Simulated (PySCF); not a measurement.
**Pb, Pb⁺: ionisation energy in x2c-QZVPPall**

Wanted: the ionisation energy of lead, up a ladder of methods.

Program: PySCF 2.14.0. Level of theory: unrestricted determinants in a Gaussian basis, no spin-orbit coupling in the energies. These are calculated values, not measurements, unless marked.

### Step 1. Starting point

- Element: lead (Z = 82)
- Basis: x2c-QZVPPall (16s10p9d6f1g, 142 functions)
- Hamiltonian: the spin-free X2C one-electron Hamiltonian (Gaussian nucleus)
- State 1: Pb: [Xe] 4f14 5d10 6s2 6p2, high-spin 3P determinant
- State 2: Pb⁺: [Xe] 4f14 5d10 6s2 6p1, 2P determinant
- Methods: M06-L, revPBE

The outer shells:

Pb [Xe] 4f14 5d10 6s2 6p2
```
[Xe] core
4f [↑↓][↑↓][↑↓][↑↓][↑↓][↑↓][↑↓]
5d [↑↓][↑↓][↑↓][↑↓][↑↓]
6s [↑↓]
6p [↑ ][↑ ][  ]
```

Pb+ [Xe] 4f14 5d10 6s2 6p1
```
[Xe] core
4f [↑↓][↑↓][↑↓][↑↓][↑↓][↑↓][↑↓]
5d [↑↓][↑↓][↑↓][↑↓][↑↓]
6s [↑↓]
6p [↑ ][  ][  ]
```

One driver process ran all states and methods and kept the integrals in memory. Each run is shown as a PySCF script that sums up its settings (the driver passes frozen orbitals as a list and adds second-order terms of double hybrids); the logs are those of the runs themselves. The driver starts from symmetry-adapted Hartree-Fock orbitals, holds the occupation by maximum overlap and uses a logarithmic radial grid for functionals, so a plain start would take other cycles.

The integrals over 142 functions and the set-up took 13 s of CPU time.

### Step 2. Pb, method by method

#### M06-L

The input, input.py:

```python
from pyscf import gto, scf, dft, mp, cc
import basis_set_exchange as bse
mol = gto.M(atom="Pb 0 0 0", charge=0, spin=2, symmetry="D2h",
            basis=gto.basis.parse(bse.get_basis("x2c-QZVPPall", elements=["Pb"], fmt="nwchem")),
            nucmod="G")
mf = dft.UKS(mol, xc="M06L").sfx2c1e()
mf.irrep_nelec = {'Ag': (12, 12), 'B1g': (3, 3), 'B2g': (3, 3), 'B3g': (3, 3), 'Au': (1, 1), 'B1u': (7, 6), 'B2u': (7, 6), 'B3u': (6, 6)}
mf.kernel()
```

#### revPBE

Changes to input.py:

```diff
@@ -5,3 +5,3 @@
             nucmod="G")
-mf = dft.UKS(mol, xc="M06L").sfx2c1e()
+mf = dft.UKS(mol, xc="PBE_R,PBE").sfx2c1e()
 mf.irrep_nelec = {'Ag': (12, 12), 'B1g': (3, 3), 'B2g': (3, 3), 'B3g': (3, 3), 'Au': (1, 1), 'B1u': (7, 6), 'B2u': (7, 6), 'B3u': (6, 6)}
```

### Step 3. Pb⁺

#### M06-L

The input, input.py:

```python
from pyscf import gto, scf, dft, mp, cc
import basis_set_exchange as bse
mol = gto.M(atom="Pb 0 0 0", charge=1, spin=1, symmetry="D2h",
            basis=gto.basis.parse(bse.get_basis("x2c-QZVPPall", elements=["Pb"], fmt="nwchem")),
            nucmod="G")
mf = dft.UKS(mol, xc="M06L").sfx2c1e()
mf.irrep_nelec = {'Ag': (12, 12), 'B1g': (3, 3), 'B2g': (3, 3), 'B3g': (3, 3), 'Au': (1, 1), 'B1u': (6, 6), 'B2u': (7, 6), 'B3u': (6, 6)}
mf.kernel()
```

#### revPBE

Changes to input.py:

```diff
@@ -5,3 +5,3 @@
             nucmod="G")
-mf = dft.UKS(mol, xc="M06L").sfx2c1e()
+mf = dft.UKS(mol, xc="PBE_R,PBE").sfx2c1e()
 mf.irrep_nelec = {'Ag': (12, 12), 'B1g': (3, 3), 'B2g': (3, 3), 'B3g': (3, 3), 'Au': (1, 1), 'B1u': (6, 6), 'B2u': (7, 6), 'B3u': (6, 6)}
```

Before running it: what results should come out?

The runs gave:

| quantity | value |
| --- | --- |
| ionisation energy, Pb | UHF 6.576, revPBE 6.923 eV; reference 7.417 |

**Reading.** The methods span 0.348 eV, from UHF (6.576) to revPBE (6.923). The reference is uncertain or not like for like (spin-orbit coupling or other relativistic terms), so no ranking of close methods is drawn. All values hold for this basis alone; no basis-set limit was taken.
